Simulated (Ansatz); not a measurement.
Working through the interaction energy of a dimer with the counterpoise correction of BrF

With the Ansatz DFT code, driven from Python.

Run as a notebook:

```python
import ansatz as az

FIRST = [
    ("Br", (0.0, 0.0, -0.865)),
    ("F", (0.0, 0.0, 0.865)),
]
SECOND = [
    ("Br", (0.2019, -1.4668, -3.4425)),
    ("F", (1.6742, -2.3596, -3.6099)),
]

def energy(atoms, ghosts=()):
    molecule = az.Crystal.molecule()
    for symbol, xyz in atoms:
        molecule = molecule.atom(symbol, xyz)
    calc = (
        molecule.calculation()
        .basis(gaussian="def2-SVP")
        .functional("pbe")
    )
    deck = calc.input()
    if ghosts:
        deck = deck.set(az.key.basis.gaussian.ghost_atoms, [{"symbol": s, "position_ang": list(xyz)} for s, xyz in ghosts])
    return az.Session.from_dict(deck).plan().execute().report["free_energy_ev"]

both = energy(FIRST + SECOND)
alone = energy(FIRST) + energy(SECOND)
ghosted = energy(FIRST, SECOND) + energy(SECOND, FIRST)
print(f"dimer {both:.6f} eV")
print(f"interaction, uncorrected   {96.485332 * (both - alone):8.3f} kJ/mol")
print(f"interaction, counterpoise  {96.485332 * (both - ghosted):8.3f} kJ/mol")
print(f"basis-set superposition    {96.485332 * (alone - ghosted):8.3f} kJ/mol")
```

    dimer -145475.096254 eV
    interaction, uncorrected      2.503 kJ/mol
    interaction, counterpoise     7.746 kJ/mol
    basis-set superposition       5.243 kJ/mol

Uncorrected it is 2.503 kJ/mol, with the counterpoise correction 7.746 kJ/mol; the difference, 5.243 kJ/mol, is the superposition error. In this basis both values are repulsive.

What to keep in mind:
- Total energies depend on the basis set; only differences at equal settings carry meaning.
- The dimer is a generated trial pose of unrelaxed monomers, not a minimum, so the figure is no binding energy, and the basis set is small.
- This level lacks the dispersion part of the attraction (electrostatics and induction are there), which can decide the sign where the interaction is weak.
- The spin state was assumed, and another may lie lower.
- Timing: 5 s on 1 thread of Arm Neoverse V1, with other jobs on the host, peak memory 0.18 GiB.
